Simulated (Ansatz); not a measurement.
# CH₆OS₂Si: up Jacob's ladder to CCSD(T)

An exercise on one series of results from a longer session: the logs are not shown, and one member is left open.

Method: functionals in def2-TZVPP, the program's frozen cores in correlated methods; program: Ansatz 0.2.0, Gaussian basis.

Plan: PBE-D4, r2SCAN-D4, PBE0-D4, B3LYP-D4, ωB97X-V, ωB97M-V, B2PLYP; CCSD(T)/def2-TZVPP; MP2/def2-QZVPP; extrapolation to the limit.

## Structure used throughout

All runs share one geometry, relaxed beforehand with PBE0-D4 in a triple-zeta def2 set.

SMILES `OC(S)S[SiH3]`, 11 atoms, charge 0, spin multiplicity 1.

Atoms are counted from 1 here; the program's logs count them from 0.

Bond lengths: O1–C2 1.382 Å, O1–H6 0.965 Å, C2–S3 1.829 Å, C2–S4 1.832 Å, C2–H7 1.089 Å, S3–H8 1.342 Å, S4–Si5 2.141 Å, Si5–H9 1.486 Å, Si5–H10 1.483 Å, Si5–H11 1.483 Å. Angles: C2–O1–H6 108.2°, O1–C2–S3 109.1°, O1–C2–S4 114.0°, O1–C2–H7 106.3°, S3–C2–S4 108.9°, S3–C2–H7 109.7°, S4–C2–H7 108.7°, C2–S3–H8 96.7°, C2–S4–Si5 98.1°, S4–Si5–H9 109.3°, S4–Si5–H10 105.2°, S4–Si5–H11 112.4°, H9–Si5–H10 110.7°, H9–Si5–H11 109.4°, H10–Si5–H11 109.7°.

Set-up of the first run:

The input, in.yaml:

```yaml
crystal:
  periodic: [false, false, false]
  atoms:
    - {symbol: O, position_ang: [-1.526107, 0.445908, 0.668769]}
    - {symbol: C, position_ang: [-0.886548, 0.259530, -0.542483]}
    - {symbol: S, position_ang: [-1.658885, 1.340271, -1.799563]}
    - {symbol: S, position_ang: [0.913545, 0.595045, -0.495238]}
    - {symbol: Si, position_ang: [1.459493, -0.889698, 0.948192]}
    - {symbol: H, position_ang: [-1.372470, 1.355231, 0.954003]}
    - {symbol: H, position_ang: [-1.040872, -0.784438, -0.812138]}
    - {symbol: H, position_ang: [-0.645132, 1.306672, -2.678315]}
    - {symbol: H, position_ang: [0.818055, -2.181190, 0.590387]}
    - {symbol: H, position_ang: [2.936428, -0.994607, 0.859841]}
    - {symbol: H, position_ang: [1.067891, -0.509724, 2.327246]}
basis:
  gaussian: {orbitals: def2-TZVPP}
hamiltonian: {xc: pbe, dispersion: d4}
output: {forces: true, orbitals: {seedname: orbitals}}
```

The run is started by

```sh
> ansatz run in.yaml --threads 4 --pin off --events-out ev --progress --plain --max-ram 10444MiB
```

Among the steps run: PBE-D4 (GGA); r2SCAN-D4 (meta-GGA); PBE0-D4 (hybrid); B3LYP-D4 (hybrid); ωB97X-V (range-separated); ωB97M-V (range-separated); B2PLYP (double hybrid); CCSD(T) in def2-TZVPP; MP2 in def2-QZVPP.

One of the session's tables, all rows but one given; the rest of the session is left out.

| method | atomisation energy (kJ/mol) |
| --- | --- |
| PBE-D4 | 3641.9 |
| r2SCAN-D4 | 3590.4 |
| PBE0-D4 | 3570.8 |
| B3LYP-D4 | ? |
| ωB97X-V | 3602.9 |
| ωB97M-V | 3599.7 |
| B2PLYP | 3511.5 |
| HF/def2-TZVPP | 2477.4 |
| MP2/def2-TZVPP | 3519.1 |
| CCSD/def2-TZVPP | 3402.4 |
| CCSD(T)/def2-TZVPP | 3467.9 |
| MP2/CBS | 3636.2 |
| CCSD(T)/CBS | 3584.9 |

Estimate the missing values for B3LYP-D4.

The run gave: atomisation energy (kJ/mol): 3560.6. In the column «atomisation energy (kJ/mol)» it lies between MP2/def2-TZVPP (3519.1) and PBE0-D4 (3570.8).
